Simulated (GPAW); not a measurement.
## FeO in GPAW: convergence with plane-wave cutoff (eV)

Input of the first run (plane-wave cutoff (eV) 300); the others differ in this setting and in those tied to it:

File run.py:

```python
from ase.dft.bandgap import bandgap
from ase.io import read, write
from ase.units import GPa
from gpaw import GPAW, PW

atoms = read('POSCAR')
atoms.set_initial_magnetic_moments([3.0, 0.0])

calc = GPAW(mode=PW(300),
            xc='MGGA_X_R2SCAN+MGGA_C_R2SCAN',
            kpts={'size': (8, 8, 8), 'gamma': True},
            occupations={'name': 'fermi-dirac', 'width': 0.05},
            nbands=17,
            convergence={'density': 1e-05, 'energy': 1e-05},
            maxiter=100,
            txt='gpaw.txt')
atoms.calc = calc
energy = atoms.get_potential_energy()
forces = atoms.get_forces()
stress = atoms.get_stress()
calc.write('gs.gpw')
write('result.traj', atoms)
print(f'Energy: {energy:.6f} eV')
print('Forces (eV/A):')
print(forces.round(4))
print('Stress (GPa):', (stress / GPa).round(3))
print('Moments:', calc.get_magnetic_moments().round(3))
print('Fermi level:', round(calc.get_fermi_level(), 4), 'eV')
print(f'Gap: {bandgap(calc)[0]:.4f} eV, direct: {bandgap(calc, direct=True)[0]:.4f} eV')
```

File POSCAR:

```
FeO
1.0
    0.0000000000      2.1554001600      2.1554001600
    2.1554001600      0.0000000000      2.1554001600
    2.1554001600      2.1554001600      0.0000000000
Fe O
1 1
Direct
    0.0000000000      0.0000000000      0.0000000000
    0.5000000000      0.5000000000      0.5000000000
```

Potentials or basis: GPAW PAW data sets (gpaw-data 1.2.1), pw.

Run with:

```console
$ OMP_NUM_THREADS=1 python run.py
```

Hardware: 1 thread of Arm Neoverse V2, on a shared host.

Problem. The values tried are 300, 350, 400, 500, 600, 700, 800, 1000, 1200, loosest first. From which on does the energy stay within 1 meV/atom of the tightest run that finished?

Solution. From 1000 on.

```tsv
plane-wave cutoff (eV)	energy less the tightest run, at zero smearing (meV/atom)	pressure (GPa)	largest site moment (μB)	SCF cycles	CPU time (s)	peak memory (GiB)
300	3611.64	-142.22	3.60	14	25	0.21
350	1906.78	-95.39	3.61	11	22	0.21
400	980.49	-62.31	3.61	11	25	0.22
500	226.72	-21.42	3.61	12	26	0.22
600	64.33	-8.71	3.61	12	49	0.24
700	21.42	-5.67	3.61	12	42	0.25
800	7.25	-4.70	3.62	12	45	0.25
1000	0.79	-4.08	3.62	12	96	0.28
1200	0.00	-4.02	3.62	12	94	0.3
```

Against the tightest run, the pressure stays within 0.1 GPa from 1000 on; the largest site moment stays within 0.02 μB from 300 on. The tightest run that finished is the yardstick and may itself not be fully converged.

Caveat, for the tightest run too: the PAW data sets were made with another functional, which shifts forces and pressure a little; a cell with one magnetic atom can't hold antiferromagnetic order, which such compounds often take; semilocal functionals often make such compounds metallic where correlation or magnetic order opens a gap, which also shifts bond lengths.
